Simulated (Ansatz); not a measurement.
**TiN (TiN (100), 2 layers): how the settings move a single-point run**

Question: which choices in the input matter for TiN (TiN (100), 2 layers)?

Program: Ansatz 0.2.0. Level of theory: reference: DFT, PBE, all-electron PAW with datasets made for the crystal, scalar-relativistic. These are calculated values, not measurements.

**1. The system as given**

The structure is tetragonal, space group P4/nmm (No. 129). The conventional cell has a = 3.003 Å, b = 3.003 Å, c = 18.124 Å, α = 90.00°, β = 90.00°, γ = 90.00°. Around Ti (site symmetry 4mm) lie 5 N at 2.06 to 2.13 Å. Around N (site symmetry 4mm) lie 5 Ti at 2.06 to 2.13 Å.

As a file:

```cif
data_structure
_symmetry_space_group_name_H-M 'P4/nmm:1'
_symmetry_Int_Tables_number 129
_cell_length_a 3.0033
_cell_length_b 3.0033
_cell_length_c 18.1236
_cell_angle_alpha 90.000
_cell_angle_beta 90.000
_cell_angle_gamma 90.000
_cell_volume 163.47
loop_
_atom_site_label
_atom_site_type_symbol
_atom_site_symmetry_multiplicity
_atom_site_Wyckoff_symbol
_atom_site_fract_x
_atom_site_fract_y
_atom_site_fract_z
_atom_site_occupancy
Ti1 Ti 2 c 0.00000 0.50000 0.44703 1
N1 N 2 c 0.50000 0.00000 0.43910 1
```

**2. Baseline**

input.yaml reads:

```yaml
crystal:
  lattice:
    - [3.0032769429, 0.0, 0.0]
    - [0.0, 3.0032769429, 0.0]
    - [0.0, 0.0, 18.1236]
  atoms:
    - { symbol: Ti, position: [0.0, 0.0, 0.4470289685] }
    - { symbol: "N", position: [0.5, 0.5, 0.4390954988] }
    - { symbol: Ti, position: [0.5, 0.5, 0.5529710348] }
    - { symbol: "N", position: [0.0, 0.0, 0.5609044979] }
kpoints:
  mp_grid: { grid: [12, 12, 1] }
scf:
  occupations: { method: fermi_dirac, width: 0.08 }
hamiltonian:
  xc: pbe
  pseudopotentials: { kind: all_electron, datasets: crystal }
output:
  forces: true
  stress: true
  eigenvalues: true
efield:
  axis: 3
  amplitude: 0
  dipole_correction: true
```

Launch:

```sh
$ ansatz run input.yaml --threads 1 --pin off --max-ram 3584MiB --backend cpu --events-out ev --progress --plain --runs-dir out
```

**3. Variant: occupations.method tetrahedron_uncorrected, lower_state_search light, width left out**

input.yaml, as its differences from that of step 2:

```diff
@@ -13,3 +13,4 @@
 scf:
-  occupations: { method: fermi_dirac, width: 0.08 }
+  occupations: { method: tetrahedron_uncorrected }
+  lower_state_search: light
 hamiltonian:
```

**Question.** What will these runs give? Wanted: for each run, ending; energy change; gap; force.

**Answer**, as computed:

```
                                                                                    run     ending         energy change  gap (eV)  force (eV/Å)  cycles  time
                                                                              reference  converged                     0      0.00          0.00      10  32 s
1: occupations.method tetrahedron_uncorrected, lower_state_search light, width left out  converged  +11.8 meV/atom (σ→0)      0.00          0.05      12  25 s
```

Residual by cycle in the longest SCF loop of each run; runs are numbered as in the table. The quantity is the density residual dr2, in eV.

```
cycle  reference   run 1
    1       26.1    26.2
    2       44.4     5.5
    3      0.498       1
    4      0.308   0.175
    5    0.00525  0.0145
    6     4.7e-4   0.513
    7     9.9e-5  0.0011
    8     1.4e-5  1.4e-4
    9     2.7e-7  1.5e-5
   10     1.6e-8  6.9e-6
   11          -  1.5e-7
   12          -  1.0e-8
```

Changing the smearing and search for lower states moves the energy by +11.8 meV/atom (σ→0 values), and the largest force goes from 0.00 to 0.05 eV/Å. Cost: 12 SCF cycles against 10. The reference leaves spin out although Ti can carry a moment, so its state need not be the lowest.
